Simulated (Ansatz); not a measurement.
Input of an Ansatz 0.2.0 run:

The input input.yaml:

```yaml
crystal:
  lattice:
    - [4.1204, -0.00081, -0.0112]
    - [0.00404, 6.42722, 0.0536]
    - [0.02791, 3.20707, 7.74994]
  atoms:
    - { symbol: H, position: [0.90366, 0.21821, 0.48851] }
    - { symbol: H, position: [0.40337, 0.78177, 0.51142] }
    - { symbol: Pb, position: [0.39455, 0.30863, 0.70725] }
    - { symbol: Pb, position: [0.89489, 0.69135, 0.29266] }
    - { symbol: "N", position: [0.63409, 0.1999, 0.2073] }
    - { symbol: "N", position: [0.13386, 0.80012, 0.79275] }
    - { symbol: O, position: [0.90829, 0.32866, 0.54369] }
    - { symbol: O, position: [0.53792, 0.39076, 0.19497] }
    - { symbol: O, position: [0.53483, 0.11279, 0.10602] }
    - { symbol: O, position: [0.83718, 0.08887, 0.32672] }
    - { symbol: O, position: [0.40817, 0.67132, 0.45624] }
    - { symbol: O, position: [0.03774, 0.60924, 0.8052] }
    - { symbol: O, position: [0.03429, 0.88737, 0.89397] }
    - { symbol: O, position: [0.33716, 0.91101, 0.6733] }
kpoints:
  mp_grid: { grid: [5, 4, 3] }
  band_path:
    path: [[0.0, 0.5, 0.5], [0.0, 0.0, 0.0], [0.5, 0.0, 0.0]]
    npoints: 12
scf:
  occupations: { method: fermi_dirac, width: 0.05 }
hamiltonian:
  xc: revpbe
  pseudopotentials: { kind: all_electron, lapw: { basis_error: 0.003 } }
output:
  forces: true
  stress: true
  eigenvalues: true
```

Potentials or basis: all-electron LAPW, scalar-relativistic.

Command:

```sh
$ ansatz run input.yaml --threads 8 --pin off --max-ram 24576MiB --backend cpu --events-out ev --progress --plain --runs-dir out
```

(1) What does it give for the band gap on the k mesh?

(2) Estimate the band gap along the path.

Results:

(1) 3.36 eV, indirect (least direct gap 3.44 eV).

(2) 3.40 eV, indirect (least direct gap 3.55 eV).

Caveat: spin-orbit coupling is left out, which as a rule narrows the gap of such compounds by several tenths of an eV.
